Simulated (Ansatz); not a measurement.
Write a Python script for Ansatz 0.2.0 through its Python package that makes a single point of K₂CuBiCl₆, space group Fm-3m. Use: LDA, PAW, the default cutoff (420 eV here), 3×3×3 k-points, fixed occupations.

`k2cubicl6.cif`
```cif
data_K2CuBiCl6
_cell_length_a 7.400731
_cell_length_b 7.400731
_cell_length_c 7.400731
_cell_angle_alpha 60.00000
_cell_angle_beta 60.00000
_cell_angle_gamma 60.00000
_symmetry_space_group_name_H-M 'P 1'
_symmetry_Int_Tables_number 1
loop_
_symmetry_equiv_pos_as_xyz
'x, y, z'
loop_
_atom_site_label
_atom_site_type_symbol
_atom_site_fract_x
_atom_site_fract_y
_atom_site_fract_z
K1 K    0.750000    0.750000    0.750000
K2 K    0.250000    0.250000    0.250000
Cu3 Cu    0.500000    0.500000    0.500000
Bi4 Bi    0.000000    0.000000    0.000000
Cl5 Cl    0.739423    0.260577    0.260577
Cl6 Cl    0.260577    0.260577    0.739423
Cl7 Cl    0.260577    0.739423    0.739423
Cl8 Cl    0.260577    0.739423    0.260577
Cl9 Cl    0.739423    0.260577    0.739423
Cl10 Cl    0.739423    0.739423    0.260577
```

`scf.py`
```python
"""SCF run for K2CuBiCl6."""

from pathlib import Path
import warnings

import ansatz
from ase.io import read
import numpy as np

warnings.simplefilter("ignore", ansatz.DeckWarning)

atoms = read("k2cubicl6.cif")
xtal = ansatz.Crystal.from_ase(atoms)

# the calculation
setup = (
    xtal.calculation()
    .functional("lda")
    .kpoints(density=2.5)
    .occupations("fixed")
    .scf(tolerance=1e-08)
    .compute(density=True, density_of_states={"energy_step": 0.1, "projected": True}, potential=True, electron_localization_function=True, output_files={"volumetric_format": "npy"})
)
result = setup.run(threads=1)
summary = result.report

n_atoms = len(summary["lattice"]["sites"])
print("F =", round(summary["free_energy_ev"], 4), "eV for", n_atoms, "atoms")
print("E(sigma -> 0) =", round(summary["energy_sigma0_ev"], 4), "eV, TS =", round(summary["entropy_ts_ev"], 5), "eV")
print("closed by", summary["closed_by"], "after", summary["n_iterations"], "iterations")

rho = result.density()
total = sum(ch.density_e_per_ang3 for ch in rho.channels[:2]) if len(rho.channels) < 3 else rho.channels[0].density_e_per_ang3
print("grid", rho.dims, "electrons", round(float(total.mean() * rho.cell_volume_ang3), 4))
profile = total.mean(axis=(0, 1))
print("planar average along grid axis 2 (e/A^3):")
print(np.array2string(profile[:: max(len(profile) // 16, 1)], precision=4))

# first and second moments of the projected d states
dos = result.density_of_states()
energy = np.asarray(dos.energies_ev) - dos.fermi_ev
window = (energy > -10) & (energy < 3)
for index, site in enumerate(result.projected_density_of_states().sites):
    for shell in site.shells:
        if shell.l == 2:
            g = sum(np.sum(part.g_bin_mean_per_ev, axis=0) for part in shell.curves)[window]
            if g.sum() > 1e-6:
                centre = (g * energy[window]).sum() / g.sum()
                width = np.sqrt((g * (energy[window] - centre) ** 2).sum() / g.sum())
                print(f"site {index} {site.species} {shell.label}: centre {centre:.3f} eV, rms width {width:.3f} eV")

folder = Path(result.write_results("fields"))
print("densities in e/A^3, potentials in eV, ELF without unit")
for name in sorted(p.name for p in folder.glob("*.npy")):
    field = np.load(folder / name)
    print(f"{name:16s} {str(field.shape):16s} min {field.min():10.4f}  mean {field.mean():10.4f}  max {field.max():10.4f}")
```

```console
$ python scf.py
F = -27910.4635 eV for 10 atoms
E(sigma -> 0) = -27910.4635 eV, TS = 0.0 eV
closed by deck_thresholds after 10 iterations
grid (50, 50, 50) electrons 94.0
planar average along grid axis 2 (e/A^3):
[0.2673 0.2277 0.2137 0.3686 0.4554 0.4264 0.2729 0.2077 0.5362 0.401
 0.1938 0.3354 0.4452 0.4467 0.3066 0.2025 0.247 ]
site 2 Cu 3D: centre -0.976 eV, rms width 1.087 eV
site 3 Bi 5D: centre -3.225 eV, rms width 1.241 eV
densities in e/A^3, potentials in eV, ELF without unit
elf.npy          (50, 50, 50)     min     0.0033  mean     0.3077  max     0.9292
rho.npy          (50, 50, 50)     min    -0.2531  mean     0.3280  max    70.6847
v_es.npy         (50, 50, 50)     min  -102.0939  mean     2.7116  max     9.1917
v_tot.npy        (50, 50, 50)     min  -127.8652  mean    -5.8846  max     5.1231
```

Caveats:
- Absolute energies stand on the zero of these potentials, so only differences at equal settings mean something. A total without «per atom» is that of the cell as typed.
- No spin polarisation was allowed.
- Along an axis with an odd division the mesh misses the point at one half; a gap read on a finite mesh is an upper bound on this functional's gap.
- Spin-orbit coupling, left out here, can change this gap by several tenths of an eV, and inverted bands can meet off the mesh.
- Projections exist only for the shells that the potentials hold, some of them semicore, and samples at single energies can miss narrow peaks.
- The empty d shell of the heavier alkali and alkaline-earth atoms, which makes much of a conduction band, may have no channel.
- The crystal has a gap of about 1.39 eV on the mesh; bins of finite width blur the band edges.
- Without a Hubbard U or exact exchange, semilocal functionals often make such 3d compounds metallic or too weakly gapped.
- Spin-orbit coupling, which matters for elements this heavy, is left out.
- Densities and potentials on the grid are those of the valence electrons, and inside the cores they hang on the potentials used.
- The structure comes from a database of computed cells and needn't be a stable or known phase.
- The computed bands are complete only to about 5.8 eV above the Fermi level; beyond that the density of states is undercounted.
- A band centre counts only the states inside the window taken.
- Finished in 6.4 s on 1 thread of Arm Neoverse V2, with other jobs on the host, peak memory 0.6 GiB.

(Lines on the test bed's own set-up are left out of the output.)
